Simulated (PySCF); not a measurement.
The system is BFH2, in a box.

```
CELL_PARAMETERS angstrom
12.00000 0.00000 0.00000
0.00000 11.00000 0.00000
0.00000 0.00000 11.00000
ATOMIC_POSITIONS crystal
B 0.49678 0.49061 0.50828
F 0.58749 0.46400 0.57016
H 0.41468 0.43197 0.52800
H 0.50190 0.57185 0.43602
```

Program: PySCF 2.14.0. Alike in all runs: task atomic charges; potentials or basis pob-tzvp-rev2 (all-electron); no spin polarisation; cell as given; k mesh 1 × 1 × 1; smearing fixed.

Q: Order these runs on this cell by their band gap on the k mesh, lowest first.
A. level HSE03+D3; three-body dispersion term no; exxdiv ewald
B. level revTPSS+D4; three-body dispersion term yes
C. level SVWN5
D. level PW91

A: C (5.80 eV), D (6.14 eV), B (6.83 eV), A (8.22 eV).

Caveats: this is a molecule in a periodic box at the Γ point, so its band gap is the HOMO-LUMO gap; the basis of atomic orbitals isn't converged, which shifts pressures, moduli and gaps; this program's HSE differs a little from the usual definition (some runs).

Runs at the PBE level aren't shown here.
